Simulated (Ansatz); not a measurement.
**C₂H₅AlO: one species, many methods**

One table from this session's results is given with a row withheld; the runs are named, their logs left out.

Program: Ansatz 0.2.0, Gaussian basis. Level of theory: functionals in def2-TZVPP, the program's frozen cores in correlated methods. These are calculated values, not measurements.

The runs, in order: LDA (SPW92), PBE-D4, revPBE-D4, BLYP-D4, r2SCAN-D4, B97M-V, PBE0-D4, B3LYP-D4, r2SCANh-D4, r2SCAN0-D4, HSE06-D4, BHLYP-D4, CAM-B3LYP-D4, LC-ωPBE, ωB97X-V, ωB97M-V, B2PLYP, PBE-QIDH; CCSD(T)/def2-SVP; CCSD(T)/def2-TZVPP; MP2/def2-QZVPP; extrapolation to the limit; RPA on PBE.

## Structure used throughout

An earlier PBE0-D4 in a triple-zeta def2 set relaxation fixed the geometry.

SMILES `O/C=[CH]\[AlH2]`, 9 atoms, charge 0, spin multiplicity 1.

Atoms are counted from 1 here; the program's logs count them from 0.

Bond lengths: O1–C2 1.341 Å, O1–H5 0.969 Å, C2–C3 1.345 Å, C2–H6 1.088 Å, C3–Al4 1.913 Å, C3–H7 1.087 Å, Al4–H8 1.601 Å, Al4–H9 1.582 Å. Angles: C2–O1–H5 109.4°, O1–C2–C3 127.2°, O1–C2–H6 109.5°, C3–C2–H6 123.3°, C2–C3–Al4 123.5°, C2–C3–H7 113.9°, Al4–C3–H7 122.5°, C3–Al4–H8 115.1°, C3–Al4–H9 124.2°, H8–Al4–H9 120.7°.

Set-up of the first run:

in.yaml

```yaml
crystal:
  periodic: [false, false, false]
  atoms:
    - {symbol: O, position_ang: [-0.118207, 1.665030, -0.840646]}
    - {symbol: C, position_ang: [0.517935, 1.185419, 0.237716]}
    - {symbol: C, position_ang: [0.492766, -0.076507, 0.700984]}
    - {symbol: Al, position_ang: [-0.499375, -1.487313, -0.127649]}
    - {symbol: H, position_ang: [-0.621216, 0.951695, -1.261743]}
    - {symbol: H, position_ang: [1.083706, 1.984972, 0.712333]}
    - {symbol: H, position_ang: [1.090077, -0.229629, 1.595990]}
    - {symbol: H, position_ang: [-1.316565, -1.062935, -1.437404]}
    - {symbol: H, position_ang: [-0.540521, -2.976832, 0.403319]}
basis:
  gaussian: {orbitals: def2-TZVPP}
hamiltonian: {xc: lda}
output: {orbitals: {seedname: orbitals}}
```

The run is started by

```
$ ansatz run in.yaml --threads 2 --pin off --events-out ev --progress --plain --max-ram 4352MiB
```

Steps of the session up to this table: LDA; PBE-D4 (GGA); revPBE-D4 (GGA); BLYP-D4 (GGA); r2SCAN-D4 (meta-GGA); B97M-V (meta-GGA); B3LYP-D4 (hybrid); r2SCANh-D4 (hybrid); r2SCAN0-D4 (hybrid); HSE06-D4 (hybrid); BHLYP-D4 (hybrid); CAM-B3LYP-D4 (range-separated); LC-ωPBE (range-separated); ωB97X-V (range-separated); ωB97M-V (range-separated); B2PLYP (double hybrid); PBE-QIDH (double hybrid).

One of the session's tables, all rows but one given; the rest of the session is left out.

It belongs to the step «Orbital energies across the functionals». 

| functional | HOMO (eV) | LUMO (eV) | gap (eV) |
| --- | --- | --- | --- |
| LDA (SPW92) | -6.15 | -2.69 | 3.47 |
| PBE-D4 | -5.96 | -2.44 | 3.52 |
| revPBE-D4 | -5.88 | -2.33 | 3.55 |
| BLYP-D4 | -5.80 | -2.32 | 3.48 |
| r2SCAN-D4 | -6.16 | -2.17 | 4.00 |
| B97M-V | -6.21 | -2.31 | 3.89 |
| PBE0-D4 | -7.08 | -1.67 | 5.41 |
| B3LYP-D4 | -6.85 | -1.87 | 4.98 |
| r2SCANh-D4 | -6.59 | -1.90 | 4.69 |
| r2SCAN0-D4 | ? | ? | ? |
| HSE06-D4 | -6.68 | -2.03 | 4.64 |
| BHLYP-D4 | -8.06 | -0.87 | 7.19 |
| CAM-B3LYP-D4 | -8.36 | -0.74 | 7.63 |
| LC-ωPBE | -9.70 | 0.33 | 10.03 |
| ωB97X-V | -9.34 | 0.24 | 9.58 |
| ωB97M-V | -9.27 | 0.00 | 9.27 |

**Question.** Estimate the row for r2SCAN0-D4.

Worked estimate for «HOMO (eV)». Against the share of exact exchange, r2SCAN-D4 (0, -6.16), r2SCANh-D4 (0.1, -6.59) give a slope of -4.30 per unit share; at 0.25 the line stands at -7.23.

As computed: HOMO (eV): -7.23; LUMO (eV): -1.50; gap (eV): 5.73. In «HOMO (eV)» the line misses by 0.00.
